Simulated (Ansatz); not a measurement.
**CH10AlNSi2: one species, many methods**

Aim: compute CH10AlNSi2 with functionals from several rungs and with coupled cluster. The yardstick is the atomisation energy at the CCSD(T) limit.

Computed with Ansatz 0.2.0, Gaussian basis. Level: functionals in def2-TZVPP, the program's frozen cores in correlated methods.

Levels to be run: PBE-D4, r2SCAN-D4, PBE0-D4, B3LYP-D4, ωB97X-V, ωB97M-V, B2PLYP; CCSD(T)/def2-TZVPP; MP2/def2-QZVPP; extrapolation to the limit.

## 1. Structure used throughout

An earlier PBE0-D4 in a triple-zeta def2 set relaxation fixed the geometry.

15 atoms, charge 0, spin multiplicity 1.

Atoms are counted from 1 here; the program's logs count them from 0.

Bond lengths: C1–Si2 1.876 Å, C1–H6 1.093 Å, C1–H7 1.093 Å, C1–H8 1.093 Å, Si2–N3 1.886 Å, Si2–Al4 2.376 Å, Si2–H9 1.495 Å, N3–Al4 2.030 Å, N3–H10 1.012 Å, N3–H11 1.013 Å, Al4–Si5 2.448 Å, Al4–H12 1.588 Å, Si5–H13 1.497 Å, Si5–H14 1.494 Å, Si5–H15 1.492 Å. Angles: Si2–C1–H6 110.7°, Si2–C1–H7 109.7°, Si2–C1–H8 112.0°, H6–C1–H7 107.3°, H6–C1–H8 109.1°, H7–C1–H8 107.9°, C1–Si2–N3 106.5°, C1–Si2–Al4 125.5°, C1–Si2–H9 108.4°, N3–Si2–Al4 55.5°, N3–Si2–H9 103.5°, Al4–Si2–H9 125.3°, Si2–N3–Al4 74.6°, Si2–N3–H10 116.0°, Si2–N3–H11 116.7°, Al4–N3–H10 118.1°, Al4–N3–H11 119.8°, H10–N3–H11 108.5° and more.

## 2. PBE-D4 (GGA)

in.yaml

```yaml
crystal:
  periodic: [false, false, false]
  atoms:
    - {symbol: C, position_ang: [-2.043005, -0.360350, -0.938636]}
    - {symbol: Si, position_ang: [-0.282128, -0.962615, -1.173914]}
    - {symbol: N, position_ang: [0.365858, -1.404184, 0.541147]}
    - {symbol: Al, position_ang: [1.647689, -0.002956, -0.174864]}
    - {symbol: Si, position_ang: [1.176896, 2.093355, 0.998505]}
    - {symbol: H, position_ang: [-2.069862, 0.506204, -0.273840]}
    - {symbol: H, position_ang: [-2.455621, -0.045486, -1.900923]}
    - {symbol: H, position_ang: [-2.691633, -1.141462, -0.533787]}
    - {symbol: H, position_ang: [-0.324352, -2.279057, -1.881222]}
    - {symbol: H, position_ang: [0.708415, -2.350057, 0.655707]}
    - {symbol: H, position_ang: [-0.234556, -1.183004, 1.326095]}
    - {symbol: H, position_ang: [3.075846, -0.653097, -0.419463]}
    - {symbol: H, position_ang: [-0.266685, 2.141415, 1.393464]}
    - {symbol: H, position_ang: [1.953271, 2.292499, 2.259250]}
    - {symbol: H, position_ang: [1.417964, 3.298095, 0.151882]}
basis:
  gaussian: {orbitals: def2-TZVPP}
hamiltonian: {xc: pbe, dispersion: d4}
output: {forces: true, orbitals: {seedname: orbitals}}
```

On the command line:

```bash
> ansatz run in.yaml --threads 2 --pin off --events-out ev --progress --plain --max-ram 22528MiB --backend cuda --devices 0, --max-vram 18GiB
```

The runs that follow: r2SCAN-D4 (meta-GGA); PBE0-D4 (hybrid); B3LYP-D4 (hybrid); ωB97X-V (range-separated); ωB97M-V (range-separated); B2PLYP (double hybrid); CCSD(T) in def2-TZVPP; MP2 in def2-QZVPP.

Before running them: what should the planned runs give, taken together? Wanted: atomisation energy, CCSD(T)/CBS; farthest; mean size of error, hybrid; mean size of error, range-separated; gap, smallest and largest; T1 diagnostic; triples share of the correlation energy.

The runs gave:

```
                               quantity                                 value
        atomisation energy, CCSD(T)/CBS                             49.548 eV
    functionals within 0.248 eV (0.5 %)  PBE-D4, r2SCAN-D4, B3LYP-D4, ωB97M-V
                               farthest                    B2PLYP (-0.796 eV)
             mean size of error, hybrid                              0.186 eV
    mean size of error, range-separated                              0.184 eV
              gap, smallest and largest   4.06 eV (PBE-D4), 9.86 eV (ωB97X-V)
                          T1 diagnostic                                0.0121
triples share of the correlation energy                                 3.7 %
```

PBE-D4 misses by +0.030 eV. Double hybrids carry the basis error of their MP2 part in triple zeta, and no dispersion term here, so their miss is partly the set-up's. The reference freezes the cores and leaves out relativity and excitations past (T), so misses under about 0.248 eV can't be ranked. Hartree-Fock recovers 74 % of the binding; the rest is correlation. The gap grows from 4.1 to 9.9 eV across the functionals, mostly with the share of exact exchange.
